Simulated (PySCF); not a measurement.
# C4H5BO: geometry, NMR shifts, spin-spin couplings and electronic excitations

Aim: predict the NMR shifts, spin-spin couplings and electronic excitations of C4H5BO (`Bc1ccoc1`).

Programs: PySCF 2.14.0, with density-fitted response routines of our own. Each step states its level of theory. These are calculated values for one molecule in the gas phase, unless marked as measured. Atoms count from 0, in the outputs and in this text.

## (1) The starting structure

11 atoms, charge 0, multiplicity 1; geometry from: GFN2-xTB.

Bonds of the start (Å): B0–C1 1.53, C1–C2 1.44, C2–C3 1.35, C3–O4 1.35, O4–C5 1.33, C5–C1 1.38, B0–H6 1.17, B0–H7 1.17, C2–H8 1.07, C3–H9 1.07, C5–H10 1.07.

## (2) Optimising the geometry at PBE0-D3(BJ)/def2-SVP

Job settings and geometry (Å):

```
{"job": {"xc": "PBE0", "basis": "def2-SVP", "d3": "d3bj", "grid": 1, "kind": "geom"}, "charge": 0, "multiplicity": 1}
B      1.947223    -0.100790     0.116124
C      0.425491    -0.072653    -0.026030
C     -0.527418     0.745658     0.669231
C     -1.753166     0.408854     0.202452
O     -1.652847    -0.558865    -0.734674
C     -0.355769    -0.838838    -0.864128
H      2.477328     0.613912     0.874013
H      2.573308    -0.841057    -0.537516
H     -0.304136     1.481404     1.414186
H     -2.738680     0.760486     0.436248
H     -0.085909    -1.595439    -1.575869
```

Log:

```text
step   0  E = -254.98194932  max force = 0.021817
step   1  E = -254.98447813  max force = 0.002023
step   2  E = -254.98450322  max force = 0.001185
step   3  E = -254.98451195  max force = 0.001852
step   4  E = -254.98451711  max force = 0.000584
step   5  E = -254.98451975  max force = 0.000368
optimisation converged
```

It took 23 s on 1 thread, shared host.

The steps of the relaxation:

```
step  energy from step 0 (eV)  largest force component (eV/Å)
   0                   0.0000                          1.1219
   1                  -0.0688                          0.1040
   2                  -0.0695                          0.0609
   3                  -0.0697                          0.0952
   4                  -0.0699                          0.0300
   5                  -0.0699                          0.0189
```

Distances of close pairs at the start and the end, largest changes first:

| bond | before (Å) | after (Å) | change (Å) |
| --- | --- | --- | --- |
| B0–H7 | 1.169 | 1.210 | +0.041 |
| B0–H6 | 1.169 | 1.210 | +0.041 |
| C2–H8 | 1.071 | 1.088 | +0.018 |
| C5–H10 | 1.073 | 1.089 | +0.015 |
| C3–H9 | 1.072 | 1.087 | +0.015 |
| C3–O4 | 1.351 | 1.362 | +0.011 |
| C1–C2 | 1.436 | 1.446 | +0.011 |
| B0–C1 | 1.529 | 1.525 | -0.004 |

The next job starts from the end point, and lists it.

| at the end point | value |
| --- | --- |
| point group (found at 0.08 Å tolerance) | Cs |
| rotational constants (GHz, main isotopes) | 9.053, 3.598, 2.575 |
| dipole moment (D) | 1.30 |

## (3) Shielding tensors: PBE0/pcSseg-1

Job settings and geometry (Å):

```
{"job": {"kind": "nmr", "xc": "PBE0", "basis": "pcSseg-1"}, "charge": 0, "multiplicity": 1}
B      1.991334    -0.191699    -0.039799
C      0.470606    -0.139607    -0.139092
C     -0.496400     0.678314     0.559493
C     -1.719493     0.321068     0.096746
O     -1.597889    -0.659736    -0.840535
C     -0.299673    -0.924365    -0.972554
H      2.590719     0.531315     0.722373
H      2.610388    -0.967985    -0.731995
H     -0.282062     1.434449     1.312122
H     -2.734479     0.644619     0.312043
H     -0.034356    -1.695506    -1.693822
```

Method: GIAO PBE0/pcSseg-1 NMR shielding, non-relativistic, gas phase.

Log:

```text
coarse grid: 9616 points
cycle   1  E = -255.0424418194  dE =  9.794e-01  |g| = 4.355e-01  |ddm| = 3.017e+00
cycle   2  E = -255.0122037895  dE =  3.024e-02  |g| = 5.797e-01  |ddm| = 7.932e-01
cycle   3  E = -255.0869131918  dE = -7.471e-02  |g| = 7.374e-02  |ddm| = 4.701e-01
cycle   4  E = -255.0878721664  dE = -9.590e-04  |g| = 4.479e-02  |ddm| = 9.526e-02
cycle   5  E = -255.0882995362  dE = -4.274e-04  |g| = 1.231e-02  |ddm| = 4.096e-02
cycle   6  E = -255.0883280986  dE = -2.856e-05  |g| = 4.015e-03  |ddm| = 1.196e-02
cycle   7  E = -255.0883317997  dE = -3.701e-06  |g| = 1.132e-03  |ddm| = 3.953e-03
final grid: 94112 points
cycle   8  E = -255.1328810748  dE = -1.340e-05  |g| = 1.088e-02  |ddm| = 2.364e-02
cycle   9  E = -255.1328397618  dE =  4.131e-05  |g| = 1.844e-02  |ddm| = 1.755e-02
cycle  10  E = -255.1329030678  dE = -6.331e-05  |g| = 1.919e-03  |ddm| = 1.170e-02
cycle  11  E = -255.1329039786  dE = -9.108e-07  |g| = 3.117e-04  |ddm| = 1.741e-03
cycle  12  E = -255.1329040007  dE = -2.207e-08  |g| = 1.264e-04  |ddm| = 3.687e-04
cycle  13  E = -255.1329040048  dE = -4.113e-09  |g| = 2.996e-05  |ddm| = 1.314e-04
cycle  14  E = -255.1329040050  dE = -2.095e-10  |g| = 8.795e-06  |ddm| = 3.021e-05
converged SCF energy = -255.1329040050

GIAO shielding tensors (ppm)
atom      isotropic    diamagn.    paramagn.     s11        s22        s33       span
  0 B       34.073     192.800    -158.727    -15.626    -12.250    130.094    145.720
  1 C       50.083     252.957    -202.873    -33.191     14.311    169.131    202.322
  2 C       60.717     252.988    -192.271    -31.551     62.134    151.566    183.117
  3 C       36.600     254.089    -217.489    -42.717     50.518    101.999    144.715
  4 O        8.705     397.015    -388.310   -133.889    -82.676    242.680    376.568
  5 C       19.407     254.610    -235.203    -59.302     18.666     98.857    158.159
  6 H       24.168      29.025      -4.856     19.796     25.718     26.991      7.194
  7 H       24.267      28.853      -4.586     19.738     25.934     27.129      7.391
  8 H       24.271      31.443      -7.172     22.494     24.221     26.097      3.602
  9 H       23.777      29.719      -5.942     20.949     24.943     25.439      4.491
 10 H       23.311      30.465      -7.153     20.672     24.082     25.180      4.508
```

Wall time 11 s (1 thread, shared host).

Shifts follow as δ = σ(reference) − σ, with reference shieldings (ppm) from runs at the same level and on the same kind of geometry: 1H TMS 31.27, 13C TMS 184.4, 17O H2O 334.6, 11B BF3·OEt2 100.7. The references are single molecules in the gas phase, so shifts against H2O, NH3, PH3, H3PO4 or CFCl3 are not on the usual liquid scales and can be off by tens of ppm. Atoms listed in one row are averaged.

| atoms | environment | σ (ppm) | δ (ppm) | δ scaled to CDCl3 |
| --- | --- | --- | --- | --- |
| C5 | aromatic CH next to the ring oxygen | 19.4 | 165.0 | 159.7 |
| C3 | aromatic CH next to the ring oxygen | 36.6 | 147.8 | 143.0 |
| C1 | substituted aromatic carbon | 50.1 | 134.3 | 129.9 |
| C2 | aromatic CH | 60.7 | 123.7 | 119.6 |
| H10 | hydrogen on an aromatic CH next to the ring oxygen | 23.31 | 7.96 | 7.76 |
| H9 | hydrogen on an aromatic CH next to the ring oxygen | 23.78 | 7.49 | 7.31 |
| H6, H7 | hydrogen on a boron bonded to C | 24.22 | 7.05 | – |
| H8 | hydrogen on an aromatic CH | 24.27 | 7.00 | 6.85 |
| B0 | boron bonded to C, 2 H | 34.1 | 66.7 | – |
| O4 | aromatic ring oxygen | 8.7 | 325.9 | – |

The scaled column applies a straight-line fit of computed shieldings to shifts measured in CDCl3 (root-mean-square error 0.21 ppm for H, 2.0 ppm for C).

The run also stored atomic charges by several schemes (e):

| atoms | Mulliken | IAO | Hirshfeld | ESP fit |
| --- | --- | --- | --- | --- |
| B0 | 0.24 | -0.01 | 0.11 | 0.15 |
| C1 | -0.36 | -0.19 | -0.12 | 0.03 |
| C2 | -0.17 | -0.19 | -0.08 | -0.37 |
| C3 | 0.16 | 0.00 | 0.01 | 0.01 |
| O4 | -0.35 | -0.22 | -0.06 | -0.15 |
| C5 | 0.21 | 0.08 | 0.05 | -0.01 |

Mayer bond orders: B0–C1 1.09, C1–C2 1.21, C2–C3 1.64, C3–O4 1.03, O4–C5 1.13, C5–C1 1.51.

Ring of atoms C1, C2, C3, O4, C5: NICS(0) -10.4, NICS(1) -10.1, NICS(1)zz -26.0 ppm (means of both faces).

## (4) J couplings: B3LYP/pcJ-1

Same as in step 3 but for these lines:

```diff
@@ -1,2 +1,2 @@
-{"job": {"kind": "nmr", "xc": "PBE0", "basis": "pcSseg-1"}, "charge": 0, "multiplicity": 1}
+{"job": {"kind": "j", "xc": "B3LYP", "basis": "pcJ-1"}, "charge": 0, "multiplicity": 1}
 B      1.991334    -0.191699    -0.039799
```

Level: B3LYP/pcJ-1 indirect spin-spin coupling, non-relativistic, gas phase.

Log:

```text
coarse grid: 9616 points
cycle   1  E = -255.3684757317  dE =  8.970e-01  |g| = 5.021e-01  |ddm| = 2.975e+00
cycle   2  E = -255.3199980291  dE =  4.848e-02  |g| = 6.977e-01  |ddm| = 8.294e-01
cycle   3  E = -255.4221929623  dE = -1.022e-01  |g| = 8.616e-02  |ddm| = 5.134e-01
cycle   4  E = -255.4235012034  dE = -1.308e-03  |g| = 4.673e-02  |ddm| = 9.890e-02
cycle   5  E = -255.4239693226  dE = -4.681e-04  |g| = 1.779e-02  |ddm| = 4.612e-02
cycle   6  E = -255.4240316546  dE = -6.233e-05  |g| = 5.670e-03  |ddm| = 1.554e-02
cycle   7  E = -255.4240384242  dE = -6.770e-06  |g| = 1.513e-03  |ddm| = 4.880e-03
final grid: 94112 points
cycle   8  E = -255.4801584055  dE = -1.156e-04  |g| = 7.088e-03  |ddm| = 1.617e-02
cycle   9  E = -255.4801422370  dE =  1.617e-05  |g| = 1.117e-02  |ddm| = 1.140e-02
cycle  10  E = -255.4801676054  dE = -2.537e-05  |g| = 1.723e-03  |ddm| = 7.651e-03
cycle  11  E = -255.4801681014  dE = -4.960e-07  |g| = 7.972e-04  |ddm| = 1.780e-03
cycle  12  E = -255.4801682498  dE = -1.484e-07  |g| = 2.232e-04  |ddm| = 7.090e-04
cycle  13  E = -255.4801682628  dE = -1.304e-08  |g| = 2.535e-05  |ddm| = 1.946e-04
cycle  14  E = -255.4801682630  dE = -1.340e-10  |g| = 9.761e-06  |ddm| = 2.610e-05
converged SCF energy = -255.4801682630

Indirect spin-spin couplings (Hz)
  i      j    bonds     total        FC       PSO       DSO        SD
  0 B    1 C    1     73.361    75.692    -2.719     0.223     0.165
  0 B    2 C    2      4.015     3.591     0.299    -0.043     0.167
  0 B    3 C    3      3.928     3.741     0.274    -0.114     0.027
  0 B    4 O    3     -2.664    -1.581    -0.721     0.068    -0.429
  0 B    5 C    2      8.574     7.504     0.285    -0.024     0.808
  0 B    6 H    1    136.808   137.382    -1.429     0.389     0.466
  0 B    7 H    1    135.266   135.857    -1.434     0.402     0.441
  0 B    8 H    3      2.191     2.284     0.071    -0.157    -0.007
  0 B    9 H    4      0.296     0.287     0.501    -0.494     0.003
  0 B   10 H    3      1.265     1.351     0.078    -0.154    -0.011
  1 C    2 C    1     47.812    52.108    -4.549     0.253         -
  1 C    3 C    2      1.021     1.172    -0.152     0.001         -
  1 C    4 O    2      2.742     0.724     1.996     0.022         -
  1 C    5 C    1     58.739    66.182    -7.712     0.268         -
  1 C    6 H    2      3.955     4.445    -0.452    -0.038         -
  1 C    7 H    2      4.907     5.444    -0.498    -0.039         -
  1 C    8 H    2      6.930     7.638    -0.382    -0.325         -
  1 C    9 H    3      5.197     5.410     0.382    -0.595         -
  1 C   10 H    2     15.591    16.551    -0.504    -0.456         -
  2 C    3 C    1     75.669    83.779    -8.353     0.243         -
  2 C    4 O    2      0.992    -0.294     1.263     0.023         -
  2 C    5 C    2      3.372     3.345     0.020     0.007         -
  2 C    6 H    3      3.902     3.911    -0.034     0.025         -
  2 C    7 H    3      7.859     7.854     0.312    -0.307         -
  2 C    8 H    1    186.613   185.578     0.182     0.853         -
  2 C    9 H    2     13.014    14.011    -0.437    -0.560         -
  2 C   10 H    3      5.696     5.873     0.438    -0.614         -
  3 C    4 O    1     26.880    20.446     6.561    -0.127         -
  3 C    5 C    2      3.009     3.551    -0.501    -0.042         -
  3 C    6 H    4     -0.272    -0.289     0.268    -0.251         -
  3 C    7 H    4      0.377     0.432     0.252    -0.307         -
  3 C    8 H    2     13.504    14.840    -0.926    -0.410         -
  3 C    9 H    1    213.681   212.892    -0.168     0.957         -
  3 C   10 H    3      8.383     8.607     0.500    -0.724         -
  4 O    5 C    1     28.586    19.091     9.618    -0.124         -
  4 O    6 H    4     -0.321    -0.249    -0.249     0.176         -
  4 O    8 H    3     -3.846    -4.120    -0.075     0.349         -
  4 O    9 H    2    -21.476   -22.385     0.750     0.160         -
  4 O   10 H    2    -22.148   -23.461     1.134     0.178         -
  5 C    6 H    3     10.467    10.454     0.310    -0.296         -
  5 C    7 H    3      5.272     5.315    -0.145     0.102         -
  5 C    8 H    3      7.957     8.063     0.478    -0.583         -
  5 C    9 H    3      7.334     7.575     0.487    -0.728         -
  5 C   10 H    1    213.070   212.494    -0.412     0.988         -
  6 H    7 H    2      3.466     3.638     1.732    -1.903         -
  7 H    8 H    4     -0.343    -0.246     1.105    -1.202         -
  7 H    9 H    5      0.803     0.899     1.168    -1.264         -
  7 H   10 H    4      0.229     0.238    -0.612     0.604         -
  8 H    9 H    3      2.248     2.484     1.041    -1.277         -
  8 H   10 H    4      0.522     0.677     2.128    -2.282         -
  9 H   10 H    4      1.157     1.320     2.255    -2.417         -
```

It took 27 s on 1 thread, shared host.

Couplings of 1 Hz or more, nine at most for each number of bonds, with means over like pairs (isotopes 11B, 13C, 1H, 17O):

```csv
pair,bonds,J (Hz),Fermi contact (Hz),dihedral (°)
C3–H9,1,213.7,212.9,–
C5–H10,1,213.1,212.5,–
C2–H8,1,186.6,185.6,–
B0–H6,1,136.0,136.6,–
C2–C3,1,75.7,83.8,–
B0–C1,1,73.4,75.7,–
C1–C5,1,58.7,66.2,–
C1–C2,1,47.8,52.1,–
O4–C5,1,28.6,19.1,–
O4–H10,2,-22.1,-23.5,–
O4–H9,2,-21.5,-22.4,–
C1–H10,2,15.6,16.6,–
C3–H8,2,13.5,14.8,–
C2–H9,2,13.0,14.0,–
B0–C5,2,8.6,7.5,–
C1–H8,2,6.9,7.6,–
C1–H6,2,4.4,4.9,–
B0–C2,2,4.0,3.6,–
C3–H10,3,8.4,8.6,-180
C5–H8,3,8.0,8.1,180
C5–H6,3,7.9,7.9,–
C5–H9,3,7.3,7.6,180
C2–H6,3,5.9,5.9,–
C2–H10,3,5.7,5.9,180
C1–H9,3,5.2,5.4,-180
B0–C3,3,3.9,3.7,-180
O4–H8,3,-3.8,-4.1,-180
H9–H10,4,1.2,1.3,–
```

The spin-dipole term was solved for some atoms only; pairs without it lack that part.

The response was solved for the nuclei of B, C, H alone, so couplings that need other nuclei can be missing.

Quadrupole couplings from the field gradients of the same density:

```csv
atom,isotope,eQq/h (MHz),η
O4,17O,-8.244,0.17
B0,11B,5.242,0.02
```

Shifts (PBE0/pcSseg-1, unscaled) and these couplings together give the proton spectrum at 300 MHz below. Couplings to quadrupolar nuclei are left out.

1H NMR δ 7.96 (d, J = 1.2 Hz, 1H), 7.49 (dd, J = 2.2, 1.2 Hz, 1H), 7.05 (br, 2H), 7.00 (d, J = 2.2 Hz, 1H).

## (5) Ultraviolet spectrum: PBE0/def2-SVPD

Same as in step 4 but for these lines:

```diff
@@ -1,2 +1,2 @@
-{"job": {"kind": "j", "xc": "B3LYP", "basis": "pcJ-1"}, "charge": 0, "multiplicity": 1}
+{"job": {"kind": "uv", "xc": "PBE0", "basis": "def2-SVPD", "ip": true}, "charge": 0, "multiplicity": 1}
 B      1.991334    -0.191699    -0.039799
```

Level: TDDFT PBE0/def2-SVPD, vertical, gas phase, core orbitals frozen in the response.

Log:

```text
coarse grid: 9616 points
cycle   1  E = -254.9003534818  dE =  9.293e-01  |g| = 4.187e-01  |ddm| = 5.862e+00
cycle   2  E = -254.8689458252  dE =  3.141e-02  |g| = 5.656e-01  |ddm| = 1.446e+00
cycle   3  E = -254.9433753830  dE = -7.443e-02  |g| = 7.052e-02  |ddm| = 9.441e-01
cycle   4  E = -254.9442185663  dE = -8.432e-04  |g| = 4.658e-02  |ddm| = 2.118e-01
cycle   5  E = -254.9446996714  dE = -4.811e-04  |g| = 1.156e-02  |ddm| = 8.545e-02
cycle   6  E = -254.9447256570  dE = -2.599e-05  |g| = 3.966e-03  |ddm| = 2.140e-02
cycle   7  E = -254.9447294529  dE = -3.796e-06  |g| = 1.097e-03  |ddm| = 7.415e-03
final grid: 94112 points
cycle   8  E = -254.9884714437  dE = -1.416e-05  |g| = 9.949e-03  |ddm| = 1.008e-01
cycle   9  E = -254.9884348581  dE =  3.659e-05  |g| = 1.692e-02  |ddm| = 2.803e-02
cycle  10  E = -254.9884910639  dE = -5.621e-05  |g| = 1.771e-03  |ddm| = 1.843e-02
cycle  11  E = -254.9884918775  dE = -8.136e-07  |g| = 2.891e-04  |ddm| = 3.376e-03
cycle  12  E = -254.9884918979  dE = -2.041e-08  |g| = 1.111e-04  |ddm| = 7.799e-04
cycle  13  E = -254.9884919011  dE = -3.191e-09  |g| = 2.964e-05  |ddm| = 2.502e-04
cycle  14  E = -254.9884919013  dE = -2.057e-10  |g| = 9.301e-06  |ddm| = 5.948e-05
converged SCF energy = -254.9884919013

Static polarisability (au): isotropic 63.547, principal 40.863 65.574 84.204

Singlet excitations
state   eV       nm        f      main configurations
  1   4.6518    266.5   0.04979   H->L 0.95
  2   5.5959    221.6   0.00005   H-2->L 0.99
  3   5.9640    207.9   0.17605   H-1->L 0.91
  4   6.3234    196.1   0.00501   H-3->L 0.99
  5   6.6296    187.0   0.33325   H->L+1 0.90
  6   6.8262    181.6   0.00012   H->L+2 0.94
  7   7.4907    165.5   0.02326   H->L+3 0.87
  8   7.5597    164.0   0.01806   H-1->L+1 0.67, H->L+5 0.30
  9   7.7185    160.6   0.01849   H->L+4 0.90
 10   7.7675    159.6   0.00002   H-4->L 0.69, H-2->L+1 0.21

Triplet excitations (Tamm-Dancoff, eV): 3.3694 4.5057 4.9776 4.9815
Vertical ionisation energy (delta-SCF) = 9.2105 eV
Vertical electron affinity (delta-SCF) = -0.0520 eV
```

It took 44 s on 1 thread, shared host.

The orbitals next to the gap, with their largest atomic shares:

```csv
orbital,eV,atoms
HOMO−3,-9.90,"B0 36 %, C1 26 %, H6 10 %"
HOMO−2,-9.12,"B0 39 %, H7 21 %, H6 20 %"
HOMO−1,-8.59,"C1 29 %, C2 24 %, O4 22 %"
HOMO,-7.18,"C3 29 %, C5 23 %, C2 18 %"
LUMO,-1.72,"B0 41 %, C5 18 %, C1 15 %"
LUMO+1,0.09,"C3 28 %, C2 21 %, O4 15 %"
LUMO+2,0.79,"B0 34 %, C3 12 %, C5 11 %"
```

With each of the 10 states as a Gaussian band of 0.4 eV half-width at 1/e, the curve within the window shown has maxima at 267 nm (ε 2,000), 188 nm (ε 14,000), 165 nm (ε 2,300) L/(mol cm). Beyond the last state computed it falls off for lack of states. The curve at chosen wavelengths:

(nm, ε (L/mol/cm)): (154, 614), (160, 1897), (166, 2319), (172, 2630), (178, 6648), (184, 12591), (190, 13860), (197, 10617), (203, 8926), (209, 7886), (215, 5879), (221, 3415), (227, 1584), (233, 688), (239, 497), (245, 733), (251, 1185), (257, 1655), (263, 1959), (270, 1979), (276, 1737), (282, 1363), (288, 970), (294, 634), (300, 385), (306, 219)

Ground-state properties from the same run:

```
           property  computed
  dipole moment (D)      1.25
polarisability (Å³)      9.42
 HOMO–LUMO gap (eV)      5.46
      −ε(HOMO) (eV)      7.18
```

## (6) Shielding tensors: HF/pcSseg-2

Same as in step 5 but for these lines:

```diff
@@ -1,2 +1,2 @@
-{"job": {"kind": "uv", "xc": "PBE0", "basis": "def2-SVPD", "ip": true}, "charge": 0, "multiplicity": 1}
+{"job": {"kind": "nmr", "xc": "HF", "basis": "pcSseg-2", "pop": false}, "charge": 0, "multiplicity": 1}
 B      1.991334    -0.191699    -0.039799
```

Method: GIAO HF/pcSseg-2 NMR shielding, non-relativistic, gas phase.

Log:

```text
final grid: 94112 points
cycle   1  E = -253.8803006127  dE =  1.634e+00  |g| = 5.373e-01  |ddm| = 2.489e+00
cycle   2  E = -253.9585733110  dE = -7.827e-02  |g| = 2.363e-01  |ddm| = 5.758e-01
cycle   3  E = -253.9704912083  dE = -1.192e-02  |g| = 7.405e-02  |ddm| = 2.240e-01
cycle   4  E = -253.9722074356  dE = -1.716e-03  |g| = 1.124e-02  |ddm| = 1.115e-01
cycle   5  E = -253.9722616294  dE = -5.419e-05  |g| = 4.248e-03  |ddm| = 1.659e-02
cycle   6  E = -253.9722699000  dE = -8.271e-06  |g| = 1.504e-03  |ddm| = 5.872e-03
cycle   7  E = -253.9722719068  dE = -2.007e-06  |g| = 7.418e-04  |ddm| = 2.888e-03
cycle   8  E = -253.9722721915  dE = -2.847e-07  |g| = 2.408e-04  |ddm| = 1.238e-03
cycle   9  E = -253.9722722311  dE = -3.969e-08  |g| = 6.710e-05  |ddm| = 4.250e-04
cycle  10  E = -253.9722722338  dE = -2.641e-09  |g| = 2.068e-05  |ddm| = 1.264e-04
cycle  11  E = -253.9722722341  dE = -3.371e-10  |g| = 1.189e-05  |ddm| = 3.320e-05
converged SCF energy = -253.9722722341

GIAO shielding tensors (ppm)
atom      isotropic    diamagn.    paramagn.     s11        s22        s33       span
  0 B       50.537     195.382    -144.845      4.558     13.588    133.466    128.908
  1 C       60.066     261.645    -201.579    -32.761     31.510    181.448    214.209
  2 C       65.998     251.304    -185.306    -39.448     74.250    163.191    202.638
  3 C       40.924     252.801    -211.877    -53.968     61.282    115.456    169.424
  4 O       43.874     387.031    -343.156    -93.708    -44.945    270.276    363.984
  5 C       17.055     252.723    -235.668    -86.322     25.144    112.343    198.665
  6 H       25.191      29.425      -4.234     21.788     25.974     27.810      6.021
  7 H       25.268      28.753      -3.485     21.659     26.055     28.090      6.431
  8 H       24.576      32.069      -7.493     22.558     24.364     26.807      4.248
  9 H       24.069      30.910      -6.840     20.900     25.088     26.221      5.321
 10 H       23.442      31.195      -7.753     20.541     23.795     25.990      5.450
```

Wall time 18 s (1 thread, shared host).

This run: δ C5 174.4, C3 150.6, C1 131.4, C2 125.5, H10 8.24, H9 7.61 ppm.

## (7) Side by side: NMR shifts

Shifts (ppm) of some atoms, chosen among heavy atoms and hydrogens apart, means over like atoms, with basis size and wall time:

| run | C5 | C3 | C1 | H10 | H6 | B0 | O4 | functions | time |
| --- | --- | --- | --- | --- | --- | --- | --- | --- | --- |
| PBE0/pcSseg-1 | 165.0 | 147.8 | 134.3 | 7.96 | 7.05 | 66.7 | 325.9 | 127 | 11 s |
| HF/pcSseg-2 | 174.4 | 150.6 | 131.4 | 8.24 | 6.45 | 64.0 | 282.5 | 286 | 18 s |

## (8) Summary of results

| quantity | value |
| --- | --- |
| point group | Cs |
| rotational constants (main isotopes) | 9.05, 3.60, 2.57 GHz |
| 13C shifts against TMS (PBE0/pcSseg-1) | 165.0, 147.8, 134.3, 123.7 ppm |
| 1H shifts against TMS (PBE0/pcSseg-1, means over atoms taken as alike) | 7.96, 7.49, 7.05, 7.00 ppm |
| 11B shifts against BF3·OEt2 (PBE0/pcSseg-1) | 66.7 ppm |
| 17O shifts against H2O (PBE0/pcSseg-1) | 325.9 ppm |
| largest coupling of the table (B3LYP/pcJ-1) | 1J(C,H) C3–H9, 213.7 Hz |
| lowest singlet (PBE0/def2-SVPD) | 4.65 eV (267 nm), f = 0.050 |
| brightest single state of those computed | state 5, 6.63 eV, f = 0.333 |
| lowest triplet | 3.37 eV |
| vertical ionisation energy (ΔSCF) | 9.21 eV |
| vertical electron affinity (ΔSCF) | -0.05 eV (unbound: the value hangs on the basis) |
| range of the shift of O4 | 282.5 to 325.9 ppm |

In words: Relaxing lowered the energy by 0.070 eV in 5 steps; the close pair that moved most is B0–H7, from 1.169 to 1.210 Å. At PBE0/pcSseg-1: Shielding is most anisotropic at O4 (span 377 ppm, paramagnetic term -388 ppm). NICS(1)zz of -26 ppm above the planar ring from C1 marks a diatropic (aromatic) ring current. In the run at B3LYP/pcJ-1, the largest coupling of the table is C3–H9, 213.7 Hz, of which the Fermi-contact term gives 212.9 Hz. The lowest singlet, at 4.65 eV, is HOMO→LUMO 0.95 and is weak; of the 10 states computed, the strongest absorption comes from state 5 at 6.63 eV. The lowest triplet lies 1.28 eV below the lowest singlet (triplets in Tamm-Dancoff, singlets in full TDDFT). The orbital energy would give 7.18 eV for ionisation, ΔSCF gives 9.21 eV. Across the 2 runs the shift of O4 moves most, between 282.5 (HF/pcSseg-2) and 325.9 ppm (PBE0/pcSseg-1).
